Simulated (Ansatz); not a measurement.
# CH5GeLi (SMILES [Li][CH2][GeH3]): one structure at several levels

A test off equilibrium: a structure displaced at random from a GFN2-xTB minimum is computed at several levels, and each is set against CCSD(T).

The runs use Ansatz 0.2.0, Gaussian basis; single points in def2-TZVPP.

Cores are frozen in the correlated methods. Filled d shells of the heavier atoms are correlated. The outer core shell of Li, Na, Mg and K is correlated.

## (1) The system as given

8 atoms, charge 0, spin multiplicity 1.

Atoms are counted from 1 here; the program's logs count them from 0.

Bond lengths: Li1–C2 1.968 Å, C2–Ge3 1.883 Å, C2–H4 1.098 Å, C2–H5 1.058 Å, Ge3–H6 1.544 Å, Ge3–H7 1.547 Å, Ge3–H8 1.510 Å. Angles: Li1–C2–Ge3 102.7°, Li1–C2–H4 113.8°, Li1–C2–H5 114.6°, Ge3–C2–H4 107.9°, Ge3–C2–H5 112.1°, H4–C2–H5 105.7°, C2–Ge3–H6 110.6°, C2–Ge3–H7 113.8°, C2–Ge3–H8 121.2°, H6–Ge3–H7 100.1°, H6–Ge3–H8 103.1°, H7–Ge3–H8 105.5°.

Coordinates:

```xyz
8
CH5GeLi
Li   -2.28330    0.31560   -0.27650
C    -0.40380    0.50650   -0.82850
Ge    0.52440   -0.36240    0.55990
H    -0.16300   -0.00790   -1.76860
H    -0.08210    1.50650   -0.95800
H     0.18560    0.27680    1.92440
H     0.05000   -1.81260    0.81490
H     2.03330   -0.42210    0.57510
```

## (2) CCSD(T)/def2-TZVPP

Contents of run/in.yaml:

```yaml
crystal:
  periodic: [false, false, false]
  atoms:
    - {symbol: Li, position_ang: [-2.283300, 0.315600, -0.276500]}
    - {symbol: C, position_ang: [-0.403800, 0.506500, -0.828500]}
    - {symbol: Ge, position_ang: [0.524400, -0.362400, 0.559900]}
    - {symbol: H, position_ang: [-0.163000, -0.007900, -1.768600]}
    - {symbol: H, position_ang: [-0.082100, 1.506500, -0.958000]}
    - {symbol: H, position_ang: [0.185600, 0.276800, 1.924400]}
    - {symbol: H, position_ang: [0.050000, -1.812600, 0.814900]}
    - {symbol: H, position_ang: [2.033300, -0.422100, 0.575100]}
basis:
  gaussian: {orbitals: def2-TZVPP}
correlation: {method: ccsd_t}
output: {forces: true}
```

The command line of these runs was not kept.

## (3) PBE0-D4/def2-TZVPP

Changes to run/in.yaml since step 2:

```diff
@@ -13,3 +13,3 @@
   gaussian: {orbitals: def2-TZVPP}
-correlation: {method: ccsd_t}
-output: {forces: true}
+hamiltonian: {xc: pbe0, dispersion: d4}
+output: {forces: true, orbitals: {seedname: orbitals}}
```

## (4) wB97M-V/def2-TZVPP

Changes to run/in.yaml since step 3:

```diff
@@ -13,3 +13,3 @@
   gaussian: {orbitals: def2-TZVPP}
-hamiltonian: {xc: pbe0, dispersion: d4}
-output: {forces: true, orbitals: {seedname: orbitals}}
+hamiltonian: {xc: {name: wB97M-V}}
+output: {forces: true}
```

## (5) r2SCAN-D4/def2-TZVPP

Changes to run/in.yaml since step 4:

```diff
@@ -13,3 +13,3 @@
   gaussian: {orbitals: def2-TZVPP}
-hamiltonian: {xc: {name: wB97M-V}}
+hamiltonian: {xc: r2scan, dispersion: d4}
 output: {forces: true}
```

## (6) PBE-D4/def2-TZVPP

Changes to run/in.yaml since step 5:

```diff
@@ -13,3 +13,3 @@
   gaussian: {orbitals: def2-TZVPP}
-hamiltonian: {xc: r2scan, dispersion: d4}
+hamiltonian: {xc: pbe, dispersion: d4}
 output: {forces: true}
```

## (7) LC-wPBE/def2-TZVPP

Changes to run/in.yaml since step 6:

```diff
@@ -13,3 +13,3 @@
   gaussian: {orbitals: def2-TZVPP}
-hamiltonian: {xc: pbe, dispersion: d4}
+hamiltonian: {xc: {name: LC-wPBE}}
 output: {forces: true}
```

## (8) r2SCAN0-D4/def2-TZVPP

Changes to run/in.yaml since step 7:

```diff
@@ -13,3 +13,3 @@
   gaussian: {orbitals: def2-TZVPP}
-hamiltonian: {xc: {name: LC-wPBE}}
+hamiltonian: {xc: {name: r2SCAN0}, dispersion: d4}
 output: {forces: true}
```

(Steps that only read results are left out.)

Q: Predict the outcome of this session. Wanted: energy less free atoms, CCSD(T)/def2-TZVPP; RMS force component; RMS force error; HOMO and LUMO, PBE0-D4; T1 diagnostic.

**Answer**, as computed:

| quantity | value |
| --- | --- |
| energy less free atoms, CCSD(T)/def2-TZVPP | -2224.3 kJ/mol |
| RMS force component | 0.444 to 0.528 eV/Å over the methods |
| RMS force error | PBE0-D4 0.075, wB97M-V 0.035, r2SCAN-D4 0.060, PBE-D4 0.129, LC-wPBE 0.103, r2SCAN0-D4 0.075 eV/Å |
| HOMO and LUMO, PBE0-D4 | -5.46 and -1.18 eV |
| T1 diagnostic | 0.011 |

Against CCSD(T) the functionals' energies less atoms differ by -35.2 to -7.7 kJ/mol, PBE-D4 by -23.0 kJ/mol. A larger basis would deepen the CCSD(T) value, while the functionals are nearly converged already, so the order here is not reliable. On forces the order runs from wB97M-V to PBE-D4. Frozen-core CCSD(T) forces in triple zeta carry basis errors of their own, and this is one geometry, so small gaps rank nothing.
